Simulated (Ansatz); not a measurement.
# CH5BFNSi: one species, many methods

How much do the methods differ for CH5BFNSi? The plan is to run it at one geometry with functionals of several rungs and with coupled cluster, and see how far each lands from CCSD(T) at the basis-set limit for the atomisation energy.

The runs use Ansatz 0.2.0, Gaussian basis; functionals in def2-TZVPP, the program's frozen cores in correlated methods.

Plan: PBE-D4, r2SCAN-D4, PBE0-D4, B3LYP-D4, ωB97X-V, ωB97M-V, B2PLYP; CCSD(T)/def2-TZVPP; MP2/def2-QZVPP; extrapolation to the limit.

### Step 1. The geometry

All runs share one geometry, relaxed beforehand with PBE0-D4 in a triple-zeta def2 set.

SMILES `BN1[SiH2]C1F`, 10 atoms, charge 0, spin multiplicity 1.

Atoms are counted from 1 here; the program's logs count them from 0.

Bond lengths: B1–N2 1.397 Å, B1–H6 1.197 Å, B1–H7 1.197 Å, N2–Si3 1.724 Å, N2–C4 1.446 Å, Si3–C4 1.853 Å, Si3–H8 1.479 Å, Si3–H9 1.477 Å, C4–F5 1.370 Å, C4–H10 1.089 Å. Angles: N2–B1–H6 118.7°, N2–B1–H7 119.2°, H6–B1–H7 122.1°, B1–N2–Si3 156.2°, B1–N2–C4 132.9°, Si3–N2–C4 70.9°, N2–Si3–C4 47.5°, N2–Si3–H8 118.0°, N2–Si3–H9 117.7°, C4–Si3–H8 122.9°, C4–Si3–H9 119.5°, H8–Si3–H9 114.3°, N2–C4–Si3 61.6°, N2–C4–F5 114.3°, N2–C4–H10 116.1°, Si3–C4–F5 120.1°, Si3–C4–H10 126.2°, F5–C4–H10 109.3°.

### Step 2. PBE-D4 (GGA)

Contents of in.yaml:

```yaml
crystal:
  periodic: [false, false, false]
  atoms:
    - {symbol: B, position_ang: [0.222712, 1.529927, 0.769941]}
    - {symbol: N, position_ang: [0.048230, 0.250068, 0.237336]}
    - {symbol: Si, position_ang: [-0.095794, -1.467696, 0.274201]}
    - {symbol: C, position_ang: [-0.219752, -0.230867, -1.100160]}
    - {symbol: F, position_ang: [0.820969, -0.070152, -1.976334]}
    - {symbol: H, position_ang: [0.423625, 1.641553, 1.944343]}
    - {symbol: H, position_ang: [0.160303, 2.478865, 0.042423]}
    - {symbol: H, position_ang: [-1.280708, -2.051344, 0.940401]}
    - {symbol: H, position_ang: [1.141854, -2.257446, 0.433571]}
    - {symbol: H, position_ang: [-1.138337, 0.125893, -1.562823]}
basis:
  gaussian: {orbitals: def2-TZVPP}
hamiltonian: {xc: pbe, dispersion: d4}
output: {forces: true, orbitals: {seedname: orbitals}}
```

Run with:

```bash
ansatz run in.yaml --threads 4 --pin off --events-out ev --progress --plain --max-ram 10444MiB
```

After this run come: r2SCAN-D4 (meta-GGA); PBE0-D4 (hybrid); B3LYP-D4 (hybrid); ωB97X-V (range-separated); ωB97M-V (range-separated); B2PLYP (double hybrid); CCSD(T) in def2-TZVPP; MP2 in def2-QZVPP.

Before running them: what should the planned runs give, taken together? Wanted: atomisation energy, CCSD(T)/CBS; farthest; mean size of error, hybrid; mean size of error, range-separated; gap, smallest and largest; T1 diagnostic; triples share of the correlation energy.

**Answer**, as computed:

| quantity | value |
| --- | --- |
| atomisation energy, CCSD(T)/CBS | 3574.9 kJ/mol |
| functionals within 17.9 kJ/mol (0.5 %) | B2PLYP |
| farthest | PBE-D4 (+107.4 kJ/mol) |
| mean size of error, hybrid | 28.4 kJ/mol |
| mean size of error, range-separated | 39.7 kJ/mol |
| gap, smallest and largest | 4.88 eV (PBE-D4), 11.59 eV (ωB97X-V) |
| T1 diagnostic | 0.0138 |
| triples share of the correlation energy | 3.8 % |

What this shows: PBE-D4 misses by +107.4 kJ/mol. Double hybrids carry the basis error of their MP2 part in triple zeta, and no dispersion term here, so their miss is partly the set-up's. The reference freezes the cores and leaves out relativity and excitations past (T), so misses under about 17.9 kJ/mol can't be ranked. Hartree-Fock recovers 72 % of the binding; the rest is correlation. The gap grows from 4.9 to 11.6 eV across the functionals, mostly with the share of exact exchange.
